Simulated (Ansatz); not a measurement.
Below is the output of a Python script on Ansatz 0.2.0, Python API that makes a single point from a YAML input of CrO2, space group Pa-3. Write a script that gives it. Use: LDA, PAW, cutoff 800 eV, 5×5×5 k-points, cold smearing of 0.1 eV, collinear spin.

```xyz
12
Lattice="4.8360 0.0000 0.0000 0.0000 4.8360 0.0000 0.0000 0.0000 4.8360" Properties=species:S:1:pos:R:3 pbc="T T T"
Cr    2.4180    2.4180    0.0000
Cr    2.4180    0.0000    2.4180
Cr    0.0000    2.4180    2.4180
Cr    0.0000    0.0000    0.0000
O     0.6684    4.1676    1.7496
O     4.1676    1.7496    0.6684
O     1.7496    0.6684    4.1676
O     3.0864    3.0864    3.0864
O     4.1676    0.6684    3.0864
O     0.6684    3.0864    4.1676
O     3.0864    4.1676    0.6684
O     1.7496    1.7496    1.7496
```

Output of `python yaml_run_cro2.py`:
```text
free energy      -17733.93058 eV
per atom         -1477.82755 eV
SCF iterations   11  (converged: True)
   atom      fx      fy      fz
0    Cr  0.0000 -0.0000  0.0000
1    Cr  0.0000 -0.0000  0.0000
2    Cr  0.0000 -0.0000  0.0000
3    Cr  0.0000 -0.0000 -0.0000
4     O  0.4807 -0.4807 -0.4807
5     O -0.4807 -0.4807  0.4807
6     O -0.4807  0.4807 -0.4807
7     O  0.4807  0.4807  0.4807
8     O -0.4807  0.4807  0.4807
9     O  0.4807  0.4807 -0.4807
10    O  0.4807 -0.4807  0.4807
11    O -0.4807 -0.4807 -0.4807
site moments (muB): [1.95, 1.95, 1.95, 1.95, -0.18, -0.18, -0.18, -0.18, -0.18, -0.18, -0.18, -0.18]
electrons up, down: [56.0, 48.0]
{'e_kinetic': 2719.671, 'e_hartree': 3153.774, 'e_xc': -1120.907, 'e_local': -8060.681, 'e_nonlocal': 724.268, 'e_ewald': -9426.761, 'e_paw': -5725.535}
```

One script that gives this output:

The script, `yaml_run_cro2.py`:
```python
"""Run a YAML input for CrO2 from Python."""

import json
import warnings

import ansatz
import pandas as pd

INPUT = """
crystal:
  lattice:
    - [4.836026, 0.0, 0.0]
    - [0.0, 4.836026, 0.0]
    - [0.0, 0.0, 4.836026]
  atoms:
    - { symbol: Cr, position: [0.5, 0.5, 0.0], spin: 3.0 }
    - { symbol: Cr, position: [0.5, 0.0, 0.5], spin: 3.0 }
    - { symbol: Cr, position: [0.0, 0.5, 0.5], spin: 3.0 }
    - { symbol: Cr, position: [0.0, 0.0, 0.0], spin: 3.0 }
    - { symbol: O, position: [0.13821, 0.86179, 0.36179] }
    - { symbol: O, position: [0.86179, 0.36179, 0.13821] }
    - { symbol: O, position: [0.36179, 0.13821, 0.86179] }
    - { symbol: O, position: [0.63821, 0.63821, 0.63821] }
    - { symbol: O, position: [0.86179, 0.13821, 0.63821] }
    - { symbol: O, position: [0.13821, 0.63821, 0.86179] }
    - { symbol: O, position: [0.63821, 0.86179, 0.13821] }
    - { symbol: O, position: [0.36179, 0.36179, 0.36179] }
magnetization:
  spin_polarized: true
kpoints:
  mp_grid: { grid: [5, 5, 5] }
hamiltonian:
  xc: lda
scf:
  occupations: { method: cold, width: 0.1 }
basis:
  ecutwfc: "800 eV"
output:
  forces: true
"""


def main() -> None:
    warnings.simplefilter("ignore", ansatz.DeckWarning)

    outcome = ansatz.Session.from_yaml(INPUT).plan(threads=1).execute()
    report = outcome.report

    print(f"free energy      {report['free_energy_ev']:.5f} eV")
    print(f"per atom         {report['free_energy_ev'] / len(outcome.lattice.sites):.5f} eV")
    print(f"SCF iterations   {report['n_iterations']}  (converged: {report['converged']})")

    # forces, one row an atom
    table = pd.DataFrame(report["forces_ev_ang"], columns=["fx", "fy", "fz"])
    table.insert(0, "atom", [site["symbol"] for site in report["lattice"]["sites"]])
    print(table.round(4).to_string())

    print("site moments (muB):", [round(m, 2) for m in report["site_moments_mub"]])
    print("electrons up, down:", [round(n, 3) for n in report["spin_occupation_sums"]])

    keep = ["free_energy_ev", "energy_sigma0_ev", "fermi_energy_ev", "n_iterations", "converged", "magnetization_mub", "n_kpoints"]
    with open("cro2.json", "w") as handle:
        json.dump({key: report[key] for key in keep}, handle, indent=1)

    terms = report["components"]
    print({name: round(terms[name], 3) for name in ("e_kinetic", "e_hartree", "e_xc", "e_local", "e_nonlocal", "e_ewald", "e_paw") if name in terms})


if __name__ == "__main__":
    main()
```

Notes:
- The settings weren't tested for convergence.
- The magnetic order follows from the starting moments and needn't be the lowest.
- The energy terms are those on the plane-wave grid, with the one-centre PAW part apart; the terms shown are only some of the summands, so they needn't add up to F.
- The mesh is modest for a metal, so energies can be off by several to tens of meV an atom and pressures by half a GPa or more; differences at equal mesh fare better.
- Without a Hubbard U or exact exchange, semilocal functionals often make such 3d compounds metallic or too weakly gapped.
- This cell is a computed structure, which may not be the phase found in nature.
- The whole script took 38 s on 1 thread of Arm Neoverse V1, with other jobs on the host, peak memory 0.73 GiB.
